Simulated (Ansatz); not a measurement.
# C2H7BS: the cost of one run

Program: Ansatz 0.2.0, Gaussian basis. Level of theory: the settings change from run to run. These are calculated values, not measurements.

## Step 1: The molecule

The geometry comes from an earlier relaxation with PBE0-D4 in a triple-zeta def2 set; it is a stationary point, not always the lowest conformer.

11 atoms, charge 0, spin multiplicity 1.

Atoms are counted from 1 here; the program's logs count them from 0.

Bond lengths: B1–C2 1.564 Å, B1–S3 2.018 Å, B1–H5 1.198 Å, B1–H6 1.197 Å, C2–S3 1.830 Å, C2–H7 1.086 Å, C2–H8 1.087 Å, S3–C4 1.797 Å, C4–H9 1.090 Å, C4–H10 1.090 Å, C4–H11 1.089 Å. Angles: C2–B1–S3 59.9°, C2–B1–H5 119.6°, C2–B1–H6 118.7°, S3–B1–H5 109.3°, S3–B1–H6 109.0°, H5–B1–H6 120.4°, B1–C2–S3 72.5°, B1–C2–H7 121.0°, B1–C2–H8 122.1°, S3–C2–H7 109.3°, S3–C2–H8 110.1°, H7–C2–H8 112.4°, B1–S3–C2 47.6°, B1–S3–C4 103.7°, C2–S3–C4 101.4°, S3–C4–H9 107.6°, S3–C4–H10 110.0°, S3–C4–H11 109.4° and more.

## Step 2: RPA/aug-pcseg-2

This run has multiplicity 3, atoms shaken by 0.08 Å.

Contents of in.yaml:

```yaml
crystal:
  periodic: [false, false, false]
  atoms:
    - {symbol: B, position_ang: [-0.078857, 1.369515, 0.423138]}
    - {symbol: C, position_ang: [-0.701837, 0.136935, 1.020112]}
    - {symbol: S, position_ang: [1.057372, -0.102659, 0.566227]}
    - {symbol: C, position_ang: [0.495368, -1.206088, -1.130862]}
    - {symbol: H, position_ang: [-0.267272, 1.570258, -0.697969]}
    - {symbol: H, position_ang: [0.482723, 2.276865, 1.063148]}
    - {symbol: H, position_ang: [-0.764992, 0.026156, 2.286851]}
    - {symbol: H, position_ang: [-1.457255, -0.424234, 0.606986]}
    - {symbol: H, position_ang: [1.389053, -1.202826, -1.661877]}
    - {symbol: H, position_ang: [0.270752, -2.059905, -0.698446]}
    - {symbol: H, position_ang: [-0.134708, -0.678269, -1.579064]}
basis:
  gaussian: {orbitals: aug-pcseg-2}
magnetization: {spin_polarized: true, initial_magnetization: 2}
hamiltonian: {xc: {name: HF}}
correlation: {method: rpa}
```

Command:

```bash
> ansatz run in.yaml --threads 2 --pin off --events-out ev --progress --plain --max-ram 4352MiB
```

Q: Estimate wall time and peak memory on 2 threads of Arm Neoverse V2, shared host.

About 2.1 min, with a peak of 1.7 GiB.
